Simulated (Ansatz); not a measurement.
# Na₃In, space group Fm-3m: a convergence test of the k-point mesh

Run with Ansatz's Python interface.

`kconv_na3in.py`:
```python
'''k-point test for Na3In.'''

from dataclasses import dataclass

import ansatz as az
from tabulate import tabulate


@dataclass(frozen=True)
class RunConfig:
    xc: str = 'lda'
    occupations: str = 'Gaussian'


opts = RunConfig()


def main() -> None:
    system = (
        az.Lattice.fcc(7.780918)
        .space_group(225)
        .atom('Na', [0.25, 0.75, 0.75])
        .atom('Na', [0.5, 0.0, 0.0])
        .atom('In', [0.0, 0.0, 0.0])
        .primitive()
    )

    model = (
        system.calculation()
        .functional(opts.xc)
        .pseudopotentials('paw')
        .occupations(opts.occupations)
        .forces()
        .stress()
    )

    rows = []
    for value in [(2, 2, 2), (3, 3, 3), (4, 4, 4), (5, 5, 5), (6, 6, 6)]:
        report = model.kpoints(*value).run(threads=1, backend='cpu').report
        rows.append((value, report['free_energy_ev'] / len(report['lattice']['sites']), report['n_iterations'], sum(report['stress_gpa'][i][i] for i in range(3)) / 3, max(abs(f) for row in report['forces_ev_ang'] for f in row), report['n_kpoints']))

    print(tabulate(rows, headers=['mesh', 'F/atom (eV)', 'iterations', 'P (GPa)', 'max component (eV/A)', 'k-points'], floatfmt='.4f', tablefmt='grid'))

    # the last row is the reference
    for row in rows[:-1]:
        shift = 1000 * (row[1] - rows[-1][1])
        print(f'{row[0]}: {shift:+.2f} meV/atom' + ('  (within 2 meV)' if abs(shift) < 2 else ''))


if __name__ == '__main__':
    main()
```

```console
$ python kconv_na3in.py
DeckWarning: basis.ecutwfc = 420 eV, auto-derived from the records' recommended cutoffs: set by Na (normal level)
+-----------+---------------+--------------+-----------+------------------------+------------+
| mesh      |   F/atom (eV) |   iterations |   P (GPa) |   max component (eV/A) |   k-points |
+===========+===============+==============+===========+========================+============+
| (2, 2, 2) |    -2464.1254 |            7 |   -1.1298 |                 0.0000 |          3 |
+-----------+---------------+--------------+-----------+------------------------+------------+
| (3, 3, 3) |    -2464.2884 |            6 |   -1.6564 |                 0.0000 |          4 |
+-----------+---------------+--------------+-----------+------------------------+------------+
| (4, 4, 4) |    -2464.3176 |            6 |   -1.4665 |                 0.0000 |          8 |
+-----------+---------------+--------------+-----------+------------------------+------------+
| (5, 5, 5) |    -2464.3045 |            7 |   -1.3170 |                 0.0000 |         10 |
+-----------+---------------+--------------+-----------+------------------------+------------+
| (6, 6, 6) |    -2464.2971 |            7 |   -1.2877 |                 0.0000 |         16 |
+-----------+---------------+--------------+-----------+------------------------+------------+
(2, 2, 2): +171.73 meV/atom
(3, 3, 3): +8.65 meV/atom
(4, 4, 4): -20.54 meV/atom
(5, 5, 5): -7.40 meV/atom
```
(Warnings from the package without file and line.)

What to keep in mind:
- Forces vanish by symmetry here and test nothing.
- Pressure is positive in compression.
- The structure comes from a database of computed cells and needn't be a stable or known phase.
- Shifts are counted from the finest mesh, which is itself no proven limit.
- Run time: 8.8 s on 1 thread of Arm Neoverse V1, on a shared host, peak memory 0.4 GiB.

(Lines on the test bed's own set-up are left out of the output.)
